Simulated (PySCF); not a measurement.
# GaH₂⁺: from HF to coupled cluster

How much do the numbers for GaH₂⁺ (singlet) hang on the method? All levels run at one geometry, the PBE0 minimum.

Method: several methods, basis Ga def2-TZVP, H def2-TZVP, no relativity, density fitting; program: PySCF 2.14.0.

**1. The starting structure**

3 atoms, charge 1, spin multiplicity 1.

Bond lengths: Ga1–H2 1.528 Å, Ga1–H3 1.528 Å. Angles: H2–Ga1–H3 180.0°.

Coordinates in bohr (charge 1 multiplicity 1):
```
Ga    0.0000    0.0000    0.0000
H     0.0000    0.0000    2.8872
H     0.0000    0.0000   -2.8872
```

**2. PBE0**

One driver script runs all steps and calls PySCF; scf.py shows the equivalent input of each level. Each SCF starts from the density of the minimum. The driver also runs the species with one electron less or more at the same geometry (one less: multiplicity 2, one more: multiplicity 2); their logs are not shown.

Input file scf.py:

```python
from pyscf import gto, scf, dft
mol = gto.M(atom='''
Ga     0.000000    -0.000000     0.000000
H     -0.000000    -0.000000     1.527843
H      0.000000     0.000000    -1.527843''',
    basis={'Ga': 'def2-TZVP', 'H': 'def2-TZVP'},
    charge=1, spin=0)
mf = dft.RKS(mol, xc='PBE0')
mf.grids.atom_grid = (99, 590)
aux = {'Ga': 'def2-universal-JKFIT', 'H': 'def2-universal-JKFIT'}
mf = mf.density_fit(auxbasis=aux)
mf.kernel()
```

**3. CCSD(T)**

Changes to scf.py since step 2:

```diff
@@ -8,2 +8 @@
-mf = dft.RKS(mol, xc='PBE0')
-mf.grids.atom_grid = (99, 590)
+mf = scf.RHF(mol)
@@ -12,0 +12,3 @@
+from pyscf import cc
+mycc = cc.CCSD(mf, frozen=9).run()
+mycc.ccsd_t()
```

**4. HF**

Changes to scf.py since step 3:

```diff
@@ -12,3 +11,0 @@
-from pyscf import cc
-mycc = cc.CCSD(mf, frozen=9).run()
-mycc.ccsd_t()
```

**5. PBE**

Changes to scf.py since step 4:

```diff
@@ -8 +8,2 @@
-mf = scf.RHF(mol)
+mf = dft.RKS(mol, xc='PBE')
+mf.grids.atom_grid = (99, 590)
```

**6. r2SCAN**

Changes to scf.py since step 5:

```diff
@@ -8 +8 @@
-mf = dft.RKS(mol, xc='PBE')
+mf = dft.RKS(mol, xc='R2SCAN')
```

**7. B3LYP**

Changes to scf.py since step 6:

```diff
@@ -8 +8 @@
-mf = dft.RKS(mol, xc='R2SCAN')
+mf = dft.RKS(mol, xc='B3LYP')
```

**8. TPSSh**

Changes to scf.py since step 7:

```diff
@@ -8 +8 @@
-mf = dft.RKS(mol, xc='B3LYP')
+mf = dft.RKS(mol, xc='TPSSH')
```

**9. M06-L**

Changes to scf.py since step 8:

```diff
@@ -8 +8 @@
-mf = dft.RKS(mol, xc='TPSSH')
+mf = dft.RKS(mol, xc='M06L')
```

**10. BHandHLYP**

Changes to scf.py since step 9:

```diff
@@ -8 +8 @@
-mf = dft.RKS(mol, xc='M06L')
+mf = dft.RKS(mol, xc='BHANDHLYP')
```

(Steps that only read results are left out.)

Q: Predict the outcome of this session. Wanted: vertical ionisation energy, CCSD(T); vertical electron affinity, CCSD(T); orbital gap, range; T1, D1; T1, D1 of the species with one electron less; T1, D1 of the species with one electron more.

**Answer**, as computed:

| quantity | value |
| --- | --- |
| vertical ionisation energy, CCSD(T) | 19.65 eV |
| vertical electron affinity, CCSD(T) | 6.11 eV |
| orbital gap, range | 6.17 (PBE) to 14.33 (HF) eV |
| T1, D1 | 0.013, 0.036 |
| T1, D1 of the species with one electron less | 0.022, 0.084 |
| T1, D1 of the species with one electron more | 0.016, 0.061 |

In words: Against CCSD(T), the vertical ionisation energy is best met by B3LYP (-0.02 eV) and worst by HF (-0.94 eV). CCSD(T) took 12 s, about 4 times as long as B3LYP (2.7 s), which misses it by 0.02 eV. For the vertical electron affinity, BHandHLYP comes nearest to CCSD(T) (-0.03 eV) and HF is farthest (-0.51 eV). The PBE orbital energy is a poor guide to ionisation (15.4 eV, 4.2 eV too small); the difference of PBE energies gives 19.5 eV.
